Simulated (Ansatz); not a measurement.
# C₆H₁₄MgO₂: one species, many methods

Aim: compute C₆H₁₄MgO₂ with functionals from several rungs and with coupled cluster. The yardstick is the atomisation energy at the CCSD(T) limit.

The runs use Ansatz 0.2.0, Gaussian basis; functionals in def2-TZVPP, the program's frozen cores in correlated methods.

Plan: LDA (SPW92), PBE-D4, revPBE-D4, BLYP-D4, r2SCAN-D4, B97M-V, PBE0-D4, B3LYP-D4, r2SCANh-D4, r2SCAN0-D4, HSE06-D4, BHLYP-D4, CAM-B3LYP-D4, LC-ωPBE, ωB97X-V, ωB97M-V, B2PLYP, PBE-QIDH; CCSD(T)/def2-SVP; CCSD(T)/def2-TZVPP; MP2/def2-QZVPP; extrapolation to the limit; RPA on PBE.

## 1. The relaxed structure

An earlier PBE0-D4 in a triple-zeta def2 set relaxation fixed the geometry.

SMILES `CC(C)[O][Mg][O]C(C)C`, 23 atoms, charge 0, spin multiplicity 1.

Atoms are counted from 1 here; the program's logs count them from 0.

Bond lengths: C1–C2 1.521 Å, C1–H10 1.092 Å, C1–H11 1.093 Å, C1–H12 1.095 Å, C2–C3 1.521 Å, C2–O4 1.383 Å, C2–H13 1.103 Å, C3–H14 1.095 Å, C3–H15 1.092 Å, C3–H16 1.093 Å, O4–Mg5 1.760 Å, Mg5–O6 1.760 Å, O6–C7 1.383 Å, C7–C8 1.521 Å, C7–C9 1.521 Å, C7–H17 1.103 Å, C8–H18 1.093 Å, C8–H19 1.092 Å and more. Angles: C2–C1–H10 110.3°, C2–C1–H11 111.5°, C2–C1–H12 110.0°, H10–C1–H11 108.3°, H10–C1–H12 108.3°, H11–C1–H12 108.3°, C1–C2–C3 111.2°, C1–C2–O4 110.7°, C1–C2–H13 107.7°, C3–C2–O4 110.7°, C3–C2–H13 107.7°, O4–C2–H13 108.9°, C2–C3–H14 110.0°, C2–C3–H15 110.3°, C2–C3–H16 111.5°, H14–C3–H15 108.3°, H14–C3–H16 108.3°, H15–C3–H16 108.3° and more.

## 2. LDA

This LDA is Slater exchange with PW92 correlation.

Input file in.yaml:

```yaml
crystal:
  periodic: [false, false, false]
  atoms:
    - {symbol: C, position_ang: [-2.608068, -1.527156, 2.488698]}
    - {symbol: C, position_ang: [-2.161129, -0.089503, 2.274474]}
    - {symbol: C, position_ang: [-1.523236, 0.481576, 3.531233]}
    - {symbol: O, position_ang: [-1.290940, -0.003449, 1.203558]}
    - {symbol: Mg, position_ang: [-0.042292, -0.052284, -0.036353]}
    - {symbol: O, position_ang: [1.202596, -0.106315, -1.279809]}
    - {symbol: C, position_ang: [2.085946, -0.003883, -2.338440]}
    - {symbol: C, position_ang: [1.363521, -0.203928, -3.661533]}
    - {symbol: C, position_ang: [2.811732, 1.331983, -2.304142]}
    - {symbol: H, position_ang: [-3.067295, -1.921241, 1.579236]}
    - {symbol: H, position_ang: [-3.335038, -1.603561, 3.301904]}
    - {symbol: H, position_ang: [-1.746391, -2.154253, 2.738512]}
    - {symbol: H, position_ang: [-3.059948, 0.510882, 2.053017]}
    - {symbol: H, position_ang: [-0.639471, -0.104472, 3.802550]}
    - {symbol: H, position_ang: [-1.211330, 1.514756, 3.362412]}
    - {symbol: H, position_ang: [-2.217907, 0.465515, 4.375511]}
    - {symbol: H, position_ang: [2.845026, -0.799497, -2.248014]}
    - {symbol: H, position_ang: [2.058134, -0.174444, -4.505495]}
    - {symbol: H, position_ang: [0.851040, -1.168588, -3.671940]}
    - {symbol: H, position_ang: [0.616906, 0.583779, -3.803731]}
    - {symbol: H, position_ang: [3.328009, 1.458781, -1.349870]}
    - {symbol: H, position_ang: [2.094834, 2.151141, -2.418775]}
    - {symbol: H, position_ang: [3.549900, 1.407259, -3.107306]}
basis:
  gaussian: {orbitals: def2-TZVPP}
hamiltonian: {xc: lda}
output: {orbitals: {seedname: orbitals}}
```

Command:

```sh
$ ansatz run in.yaml --threads 4 --pin off --events-out ev --progress --plain --max-ram 66560MiB --backend cuda --devices 0, --max-vram 37GiB
```

The runs that follow: PBE-D4 (GGA); revPBE-D4 (GGA); BLYP-D4 (GGA); r2SCAN-D4 (meta-GGA); B97M-V (meta-GGA); B3LYP-D4 (hybrid); r2SCANh-D4 (hybrid); r2SCAN0-D4 (hybrid); HSE06-D4 (hybrid); BHLYP-D4 (hybrid); CAM-B3LYP-D4 (range-separated); LC-ωPBE (range-separated); ωB97X-V (range-separated); ωB97M-V (range-separated); B2PLYP (double hybrid); PBE-QIDH (double hybrid); CCSD(T) in def2-SVP; CCSD(T) in def2-TZVPP; MP2 in def2-QZVPP; RPA on PBE orbitals.

Q: Predict the results of all the runs planned. Wanted: atomisation energy, CCSD(T)/CBS; farthest beyond LDA; mean size of error, GGA; mean size of error, meta-GGA; mean size of error, hybrid; mean size of error, range-separated; mean size of error, double hybrid; gap, smallest and largest; T1 diagnostic.

**Answer**, as computed:

| quantity | value |
| --- | --- |
| atomisation energy, CCSD(T)/CBS | 93.552 eV |
| functionals within 0.468 eV (0.5 %) | r2SCAN-D4, B97M-V, PBE0-D4, B3LYP-D4, r2SCANh-D4, HSE06-D4, CAM-B3LYP-D4, LC-ωPBE, ωB97X-V, ωB97M-V |
| farthest beyond LDA | BHLYP-D4 (-2.823 eV) |
| mean size of error, GGA | 0.954 eV |
| mean size of error, meta-GGA | 0.197 eV |
| mean size of error, hybrid | 0.799 eV |
| mean size of error, range-separated | 0.204 eV |
| mean size of error, double hybrid | 0.917 eV |
| gap, smallest and largest | 3.82 eV (BLYP-D4), 10.73 eV (LC-ωPBE) |
| T1 diagnostic | 0.0110 |
| triples share of the correlation energy | 3.4 % |

What this shows: LDA overbinds by 12.708 eV (14 %). PBE-D4 misses by +1.376 eV. Double hybrids carry the basis error of their MP2 part in triple zeta, and no dispersion term here, so their miss is partly the set-up's. The rungs meta-GGA, range-separated miss on average by less than the doubt on the reference (0.468 eV), so they tie. Misses under about 0.468 eV are within the doubt on the reference itself, which lacks core-valence correlation, relativity and higher excitations. Hartree-Fock recovers 74 % of the binding; the rest is correlation. CCSD(T) in def2-SVP is off by -3.951 eV, more than most functionals: a good method in a small basis is no reference. The gap grows from 3.8 to 10.7 eV across the functionals, mostly with the share of exact exchange. Correlated methods include outer-core shells of Mg, which these sets cover unevenly.
